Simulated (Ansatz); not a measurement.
# C2H8S2Sn: the cost of one run

The runs use Ansatz 0.2.0, Gaussian basis; the settings change from run to run.

### 1 The geometry

The structure was relaxed beforehand with PBE0-D4 in a triple-zeta def2 set. Sn takes a core potential in def2 sets; no spin-orbit term is included.

SMILES `C[S][SnH2][S]C`, 13 atoms, charge 0, spin multiplicity 1.

Atoms are counted from 1 here; the program's logs count them from 0.

Bond lengths: C1–S2 1.817 Å, C1–H6 1.090 Å, C1–H7 1.090 Å, C1–H8 1.090 Å, S2–Sn3 2.394 Å, Sn3–S4 2.394 Å, Sn3–H9 1.706 Å, Sn3–H10 1.706 Å, S4–C5 1.817 Å, C5–H11 1.090 Å, C5–H12 1.090 Å, C5–H13 1.090 Å. Angles: S2–C1–H6 111.1°, S2–C1–H7 111.3°, S2–C1–H8 106.6°, H6–C1–H7 109.8°, H6–C1–H8 109.0°, H7–C1–H8 108.9°, C1–S2–Sn3 99.3°, S2–Sn3–S4 106.7°, S2–Sn3–H9 111.9°, S2–Sn3–H10 106.1°, S4–Sn3–H9 106.1°, S4–Sn3–H10 111.9°, H9–Sn3–H10 114.0°, Sn3–S4–C5 99.3°, S4–C5–H11 106.6°, S4–C5–H12 111.3°, S4–C5–H13 111.1°, H11–C5–H12 108.9° and more.

As a file:

```mol
C2H8S2Sn
  3D, bonds by distance, orders not assigned

 13 12  0  0  0  0  0  0  0  0999 V2000
   -1.7352    0.4786    1.4091 C   0  0
   -0.9569    1.6565    0.2650 S   0  0
    1.3119    0.9092    0.4265 Sn  0  0
    1.3132   -1.4153   -0.1469 S   0  0
    0.5496   -1.3110   -1.7927 C   0  0
   -1.4688   -0.5482    1.1572 H   0  0
   -1.4593    0.6894    2.4423 H   0  0
   -2.8126    0.6024    1.2998 H   0  0
    1.9008    1.0014    2.0248 H   0  0
    2.1974    1.8425   -0.6937 H   0  0
    0.3353   -2.3338   -2.1028 H   0  0
    1.2282   -0.8585   -2.5158 H   0  0
   -0.3834   -0.7479   -1.7581 H   0  0
  1  2  8  0
  2  3  8  0
  3  4  8  0
  4  5  8  0
  1  6  8  0
  1  7  8  0
  1  8  8  0
  3  9  8  0
  3 10  8  0
  5 11  8  0
  5 12  8  0
  5 13  8  0
M  END
```

### 2 B97M-V/x2c-TZVPPall

Set apart from the defaults: charge -1, multiplicity 2, a grid of angular degree 23.

Input file in.yaml:

```yaml
crystal:
  periodic: [false, false, false]
  atoms:
    - {symbol: C, position_ang: [-1.735154, 0.478586, 1.409147]}
    - {symbol: S, position_ang: [-0.956934, 1.656530, 0.264968]}
    - {symbol: Sn, position_ang: [1.311855, 0.909202, 0.426460]}
    - {symbol: S, position_ang: [1.313209, -1.415301, -0.146937]}
    - {symbol: C, position_ang: [0.549645, -1.311017, -1.792739]}
    - {symbol: H, position_ang: [-1.468797, -0.548244, 1.157204]}
    - {symbol: H, position_ang: [-1.459286, 0.689448, 2.442343]}
    - {symbol: H, position_ang: [-2.812557, 0.602428, 1.299823]}
    - {symbol: H, position_ang: [1.900773, 1.001408, 2.024809]}
    - {symbol: H, position_ang: [2.197441, 1.842487, -0.693687]}
    - {symbol: H, position_ang: [0.335255, -2.333759, -2.102770]}
    - {symbol: H, position_ang: [1.228229, -0.858545, -2.515831]}
    - {symbol: H, position_ang: [-0.383379, -0.747922, -1.758089]}
basis:
  gaussian: {orbitals: x2c-TZVPPall, final_grid: {core_spheres: 8, valence_spheres: 7, degree: 23}}
total_charge: -1
magnetization: {spin_polarized: true, initial_magnetization: 1}
hamiltonian: {xc: {name: B97M-V}}
output: {forces: true}
```

Command:

```
ansatz run in.yaml --threads 4 --pin off --events-out ev --progress --plain --max-ram 11315MiB
```

Q: Estimate wall time and peak memory on 4 threads of Arm Neoverse V2, shared host.

About 49 s, with a peak of 0.87 GiB.
